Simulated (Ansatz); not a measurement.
**RuAs2 (As2Ru-type): bands and what follows from them**

What do the bands of RuAs2 (As2Ru-type) imply? The runs give effective masses.

Computed with Ansatz 0.2.0 (DFT r²SCAN, scalar-relativistic, plane waves, PAW, unless a step's input says otherwise).

1 further run of the same task is left out (set aside as unsound or not needed).

## 1. The starting structure

The structure is orthorhombic, space group Pnnm (No. 58). Conventional cell: a = 5.428 Å, b = 6.183 Å, c = 2.969 Å, α = 90.00°, β = 90.00°, γ = 90.00°. Around As (site symmetry m) lie 3 Ru at 2.45 to 2.47 Å and 1 As at 2.48 Å. Ru (site symmetry 2/m) is surrounded by 6 As at 2.45 to 2.47 Å.

As a file:

```
CELL_PARAMETERS angstrom
5.42790 0.00000 0.00000
0.00000 6.18340 0.00000
0.00000 0.00000 2.96850
ATOMIC_POSITIONS crystal
As 0.17000 0.36660 0.00000
As 0.83000 0.63340 0.00000
As 0.67000 0.13340 0.50000
As 0.33000 0.86660 0.50000
Ru 0.00000 0.00000 0.00000
Ru 0.50000 0.50000 0.50000
```

The cell is the deposited one, not relaxed. An earlier run on this cell at r²SCAN gave 2.34 GPa at 16.605 Å³/atom (6×6×10 mesh), gap on the mesh 0.72 eV.

## 2. Bands on a fine mesh

File input.yaml:

```yaml
crystal:
  lattice:
    - [5.4279000007, 0.0, 0.0]
    - [0.0, 6.1834000009, 0.0]
    - [0.0, 0.0, 2.9685000004]
  atoms:
    - { symbol: As, position: [0.17, 0.3666, 0.0] }
    - { symbol: As, position: [0.83, 0.6334, 0.0] }
    - { symbol: As, position: [0.67, 0.1334, 0.5] }
    - { symbol: As, position: [0.33, 0.8666, 0.5] }
    - { symbol: Ru, position: [0.0, 0.0, 0.0] }
    - { symbol: Ru, position: [0.5, 0.5, 0.5] }
basis:
  ecutwfc: 500
  ecutrho_ratio: 4
kpoints:
  mp_grid: { grid: [6, 6, 10] }
hamiltonian:
  xc: r2scan
scf:
  occupations: { method: gaussian, width: 0.05 }
output:
  forces: true
  stress: true
  eigenvalues: true
  eigenstates:
    nscf_kmesh: { grid: [8, 8, 16] }
    de_dk: true
    e_range: [-2.5, 3.219372085902]
  write_density: true
  write_potential: true
  elf: true
  volumetric_format: npy
```

Command:

```console
$ ansatz run input.yaml --threads 8 --pin off --max-ram 15360MiB --backend cpu --events-out ev --progress --plain --runs-dir out
```

The log of the run:

```text
Warning: RAYON_NUM_THREADS=8 ignored (pool sized by the plan → 8); use --threads N
Engine: ansatz 0.2.0, aarch64-unknown-linux-gnu
Pseudopotentials: kind: paw
Pseudopotential: As, paw, valence charge 15, recommended cutoff 500 eV (meta_gga), As.paw.azcp
Pseudopotential: Ru, paw, valence charge 16, recommended cutoff 500 eV (meta_gga), Ru.paw.azcp
Functional definition: r2SCAN
  parameter k0 = 0.174
  parameter k1 = 0.065
  parameter a1 = 4.9479
  exchange = r2scan_x(k0 = k0, k1 = k1, a1 = a1)
  correlation = r2scan_c
Crystal: 6 atoms, lattice volume = 99.631 Å³
Basis set: ecut = 500 eV, 2555 PW (Γ), exchange–correlation on 160×192×96 points (64 copies of the dense FFT grid, shifted against one another)
Bands: 56, of which v1, the nominal top of the filled ones, is band 46 counted from 1 (45 counted from 0)
Symmetry: 8 space group operations
Space group: Pnnm (ITA 58), of the structure as read, at distance tolerance 4.6e-5 Å
k-points: 96 of 360
Non-local potential: As, projectors of the file, l = 0: 2, l = 1: 2, l = 2: 3, l = 3: 1
Non-local potential: Ru, projectors of the file, l = 0: 3, l = 1: 2, l = 2: 2, l = 3: 1
PAW form: soft (Blöchl's): semilocal exchange-correlation on the pseudo side does not see the compensation charge
PAW frozen core: As, regenerated for the run's functional (the file was generated under x = pbe(κ = 0.804, μ = 0.2195149727645171), c = pbe(β = 0.06672455060314922))
PAW frozen core: Ru, regenerated for the run's functional (the file was generated under x = pbe(κ = 0.804, μ = 0.2195149727645171), c = pbe(β = 0.06672455060314922))
PAW one-centre angular grid: As, 590 points (default); XC on 160 Gauss nodes
PAW one-centre angular grid: Ru, 590 points (default); XC on 160 Gauss nodes
Initial density: superposition of atomic densities (neutral atoms: chi_scale 0, normalization atom), corrected by the library's trained network
Initial wavefunctions: pseudopotential atomic-orbital guess
Functional: x = r2scan, c = r2scan; τ floored in thin density (d = 2e-4 eV/Å³)
SCF iter   1: F=—  HF=-31242.350782 eV  |F-HF|=—  |Δ(HF+E_count)|=         —  Δρ=7.16e-3  dr2=2.07e-2  dr2_τ=6.53e-2  ethr=1.77e-3  ⟨swp⟩=6.0  Hψ=18466  notcnv=0  defer=19
preconditioner: auto → Resta (q_TF=auto, 2.692 Å⁻¹)  ε∞=6.8  [insulator: Δε(μ)=0.730 eV  Ē_g=9.271 eV  σ=0.050 eV  W_gap=1.00  n_scr=38 (ndim 8)  ℏωp=22.3 eV  f_vac=0.000  D(μ)=0.00/eV (n_scr^D=0)  ε∞_Penn≈6.8]
SCF iter   2: F=—  HF=-31242.428141 eV  |F-HF|=—  |Δ(HF+E_count)|=   7.74e-2  Δρ=4.41e-3  dr2=1.26e-2  dr2_τ=4.62e-4  ethr=2.25e-5  ⟨swp⟩=2.0  Hψ=11386  notcnv=0  defer=222
SCF iter   3: F=—  HF=-31242.428976 eV  |F-HF|=—  |Δ(HF+E_count)|=   8.36e-4  Δρ=2.49e-3  dr2=3.53e-3  dr2_τ=2.12e-4  ethr=1.37e-5  ⟨swp⟩=1.2  Hψ=5234  notcnv=0  defer=222
SCF iter   4: F=—  HF=-31242.429982 eV  |F-HF|=—  |Δ(HF+E_count)|=   1.01e-3  Δρ=7.46e-4  dr2=9.05e-4  dr2_τ=1.07e-4  ethr=3.84e-6  ⟨swp⟩=2.0  Hψ=9298  notcnv=0  defer=222
SCF iter   5: F=—  HF=-31242.429896 eV  |F-HF|=—  |Δ(HF+E_count)|=   8.64e-5  Δρ=2.39e-4  dr2=3.30e-5  dr2_τ=1.41e-6  ethr=9.84e-7  ⟨swp⟩=3.0  Hψ=9570  notcnv=0  defer=222
SCF iter   6: F=—  HF=-31242.429909 eV  |F-HF|=—  |Δ(HF+E_count)|=   1.30e-5  Δρ=3.95e-5  dr2=2.11e-6  dr2_τ=8.08e-8  ethr=3.59e-8  ⟨swp⟩=3.0  Hψ=9650  notcnv=0  defer=222
SCF iter   7: F=—  HF=-31242.429909 eV  |F-HF|=—  |Δ(HF+E_count)|=   2.81e-7  Δρ=9.25e-6  dr2=6.67e-8  dr2_τ=4.24e-9  ethr=2.30e-9  ⟨swp⟩=3.0  Hψ=8809  notcnv=0  defer=222
SCF iter   8: F=—  HF=-31242.429909 eV  |F-HF|=—  |Δ(HF+E_count)|=   2.59e-8  Δρ=1.72e-6  dr2=3.56e-9  dr2_τ=2.23e-10  ethr=7.25e-11  ⟨swp⟩=2.0  Hψ=6909  notcnv=0  defer=222
SCF iter   9: F=—  HF=-31242.429909 eV  |F-HF|=—  |Δ(HF+E_count)|=   1.34e-9  Δρ=3.57e-7  dr2=1.51e-10  dr2_τ=3.60e-12  ethr=3.87e-12  ⟨swp⟩=2.0  Hψ=6681  notcnv=0  defer=222
SCF iter  10: F=—  HF=-31242.429909 eV  |F-HF|=—  |Δ(HF+E_count)|=  7.28e-11  Δρ=1.06e-7  dr2=1.59e-11  dr2_τ=8.60e-13  ethr=1.00e-12  ⟨swp⟩=1.0  Hψ=5154  notcnv=0  defer=222
SCF iter  11: F=-31242.429909 eV  HF=-31242.429909 eV  |F-HF|=3.64e-12  |Δ(HF+E_count)|=  7.28e-12  Δρ=4.79e-8  dr2=3.66e-12  dr2_τ=3.04e-13  ethr=1.00e-12  ⟨swp⟩=10.4  Hψ=24036  notcnv=0
SCF 1 converged in 11 iterations: F = -31242.429909 eV  dr2 = 3.66e-12
NSCF: frozen V_eff on 225 k-points
SCF converged after 11 iterations
Free energy (F): -31242.429909 eV
Harris-Foulkes:  -31242.429909 eV  (|F-HF|=3.64e-12)
Internal energy: -31242.429909 eV  (E = F + TS)
E sigma→0 (E₀):  -31242.429909 eV
Fermi energy:    15.340672 eV
--- Per-component energies (eV) ---
  E_band       = -1044.335383
  E_kinetic    = 1448.219052
  E_local      = -8878.476174  (includes V_loc(G=0)·N_el)
  E_nonlocal   = -1989.756089
  E_hartree    = 4389.747851
  E_xc         = -668.625095
  E_vxc        = -876.262845  (∫ρ·V_xc dr)
  E_paw        = -14352.851389  (= ΣΔE_a)
  E_vpaw       = 417.064830  (= ΣTr[D̂ρ^β])
  E_aug_tail   = 0.000149  (compensation charges beyond the density's cutoff)
  E_vtau       = 55.380027  (kinetic-family band-sum trace: ∫τ·v_τ [+ j·A + Jᵃ·Aᵃ] dr)
  E_ewald      = -11184.236672
  E_core_change = -6.451542  (= ΣΔE_core)
  E_smearing   = -0.000000  (= −TS)
  E_closure    = 0.000000  (closes the sum)
  Σ components = -31242.429909   (vs F -31242.429909, Δ=0.00e0)
--- Forces (eV/Å), atoms counted from 1 ---
  atom   1  As     0.01616133    -0.00079781     0.00000000
  atom   2  As    -0.01616133     0.00079781     0.00000000
  atom   3  As     0.01616133     0.00079781     0.00000000
  atom   4  As    -0.01616133    -0.00079781     0.00000000
  atom   5  Ru     0.00000000     0.00000000     0.00000000
  atom   6  Ru    -0.00000000     0.00000000     0.00000000
  max |Σ_I F_I| component: 2.52e-29 eV/Å
--- Stress (GPa, compression-positive) ---
        1.913392       0.000000       0.000000
        0.000000       1.851013       0.000000
        0.000000       0.000000       3.249853
  P = ⅓ Tr σ = 2.3381 GPa (23.381 kbar)
--- Band table (eV; the first three rows and the last of 96) ---
  k-point 0: bands = ["-59.1826", "-59.1821", "-28.5527", "-28.5526", "-28.4378", "-28.4369", "-28.2725", "-28.2724", "-21.1487", "-21.1465", "-21.0976", "-21.0928", "-21.0822", "-21.0814", "-21.0635", "-21.0599", "-21.0174", "-21.0141", "-21.0088", "-21.0088", "-21.0027", "-20.9986", "-20.9969", "-20.9959", "-20.9665", "-20.9608", "-20.9393", "-20.9369", "0.6051", "2.5103", "4.2970", "4.7519", "8.6842", "9.6078", "10.5318", "11.4245", "11.4360", "12.2467", "12.4884", "13.0616", "13.3232", "13.3257", "13.9374", "14.5432", "14.5842", "14.7096", "17.3281", "18.0043", "19.1002", "19.1322", "19.6708", "21.7567", "21.7889", "22.1890", "22.4564", "24.3915"]
  k-point 1: bands = ["-59.1808", "-59.1803", "-28.5500", "-28.5500", "-28.4603", "-28.4593", "-28.2703", "-28.2702", "-21.1456", "-21.1434", "-21.0990", "-21.0944", "-21.0782", "-21.0774", "-21.0639", "-21.0606", "-21.0178", "-21.0149", "-21.0105", "-21.0104", "-21.0012", "-20.9986", "-20.9959", "-20.9956", "-20.9660", "-20.9605", "-20.9393", "-20.9371", "0.7691", "2.6490", "4.4018", "4.8360", "8.8606", "9.7996", "10.7104", "11.2023", "11.5470", "12.0124", "12.4194", "13.0575", "13.4988", "13.5143", "13.9108", "14.3325", "14.4525", "14.5485", "16.4885", "18.0476", "18.1028", "19.1296", "19.9400", "21.1073", "21.1778", "21.8608", "22.1649", "24.8292"]
  k-point 2: bands = ["-59.1760", "-59.1757", "-28.5432", "-28.5431", "-28.5187", "-28.5179", "-28.2646", "-28.2646", "-21.1376", "-21.1358", "-21.1026", "-21.0986", "-21.0677", "-21.0671", "-21.0648", "-21.0623", "-21.0188", "-21.0169", "-21.0147", "-21.0145", "-20.9986", "-20.9969", "-20.9959", "-20.9922", "-20.9647", "-20.9600", "-20.9391", "-20.9375", "1.2501", "3.0420", "4.6978", "5.0684", "9.3488", "10.3585", "10.7243", "11.1084", "11.6208", "11.8037", "11.9482", "12.8291", "13.3539", "13.7477", "13.8190", "14.1348", "14.2029", "14.2422", "15.7005", "16.5946", "17.9717", "18.7248", "19.2494", "20.1886", "20.6104", "21.6867", "23.1301", "23.2991"]
  k-point 95: bands = ["-59.1635", "-59.1635", "-28.6694", "-28.6694", "-28.5251", "-28.5251", "-28.2499", "-28.2499", "-21.1182", "-21.1182", "-21.1069", "-21.1069", "-21.0725", "-21.0725", "-21.0412", "-21.0412", "-21.0276", "-21.0276", "-21.0165", "-21.0165", "-20.9985", "-20.9985", "-20.9814", "-20.9814", "-20.9586", "-20.9586", "-20.9410", "-20.9410", "3.7345", "3.7345", "6.0746", "6.0746", "9.1312", "9.1312", "9.7323", "9.7323", "11.3313", "11.3313", "11.8138", "11.8138", "13.2119", "13.2119", "13.5860", "13.5860", "14.9347", "14.9347", "16.5405", "16.5405", "18.2651", "18.2651", "19.3514", "19.3514", "20.5448", "20.5448", "22.3125", "22.3125"]
--- Fermi surface from the table of eigenstates not read: on its mesh, or on one of the eight of every second point, the electrons fill whole bands (an insulator's do; a metal wants a denser output.eigenstates.nscf_kmesh) ---
```

Wall time 24 s (8 threads of Arm Neoverse V2, shared host); peak memory 1.4 GiB.

Result: volume 16.605 Å³/atom, pressure 2.34 GPa, mesh gap 0.72 eV.

Density in a lattice plane of the grid's cell (edges 5.43 and 6.18 Å, at 0.000 of the third edge), which holds As and Ru.

Values in e/Å³, 12 rows by 10 columns:
```
 6.03  2.52  0.42  0.26  0.16  0.08  0.07  0.13  0.38  2.48
 0.68  0.41  0.25  0.22  0.15  0.08  0.07  0.16  0.37  0.57
 0.42  0.17  0.11  0.12  0.11  0.09  0.13  0.42  1.48  1.13
 0.54  0.14  0.07  0.08  0.11  0.14  0.27  1.51 19.17  9.33
 0.59  0.25  0.17  0.16  0.17  0.22  0.35  1.31 13.64  6.78
 0.57  0.72  0.85  0.44  0.29  0.26  0.29  0.44  0.85  0.72
 0.59  6.78 13.64  1.31  0.35  0.22  0.17  0.16  0.17  0.25
 0.54  9.33 19.18  1.51  0.27  0.14  0.11  0.08  0.07  0.14
 0.42  1.13  1.48  0.42  0.13  0.09  0.11  0.12  0.11  0.17
 0.68  0.57  0.37  0.16  0.07  0.08  0.15  0.22  0.25  0.41
 6.03  2.48  0.38  0.13  0.07  0.08  0.16  0.26  0.42  2.52
10.02  5.65  0.55  0.19  0.11  0.08  0.11  0.19  0.55  5.65
```
Columns run along the first of these edges and rows up along the second, over one cell in 10 and 12 even steps from the bottom left corner. Atoms in the plane (fractional): As at (0.17, 0.37), As at (0.83, 0.63), Ru at (0.00, 0.00).

ELF in the same plane.

Ten even steps from ' ' (0.04) to '@' (0.80):
```
++####==::--==++--::        ..::::::--**##**
##%%**--::==++++==::..        ..::--::--==++
--==--::--==++==--..          ::==++++==::::
----::::::----::::..        ..==**%%%%%%##++
##++::..........          ::==**####%%%%@@%%
%%**::                ..::==++****==--==**%%
##**--            ....::--++####++::--::--##
%%##++::::..::::::::::::==**####++::::::==##
@@@@##**++++++++==------==++##%%##++====**%%
@@@@%%##**######**==------==**######**##%%@@
@@%%**====++##%%##++==------==++++++++**##@@
%%##==::::::++####**==::::::::::::..::::++##
####--::--::++####++--::....            --**
%%%%**==--==****++==::..                ::**
##%%@@%%%%####**==::          ..........::++
--++##%%%%%%**==..        ..::::----::::::--
--::::==++++==::          ..--==++==--::--==
##++==--::--::..        ..::==++++==::--**%%
++**##**--::::::..        ::--++==--::==####
..==##**--::----::..      ..::----::--**##==
```
Columns run along the first of these edges and rows up along the second, over one cell in 22 and 20 even steps from the bottom left corner. Atoms in the plane (fractional): As at (0.17, 0.37), As at (0.83, 0.63), Ru at (0.00, 0.00).

Both are smooth fields of the valence electrons: close to the nuclei they are not physical.

The highest ELF values outside the cores: 0.80 on the As–As line, 1.2 Å from As; 0.75 on the As–Ru line, 0.9 Å from As; 0.65 beside As, off the lines to its neighbours, 0.9 Å from As.

(Part 1 of 2 ends here.)
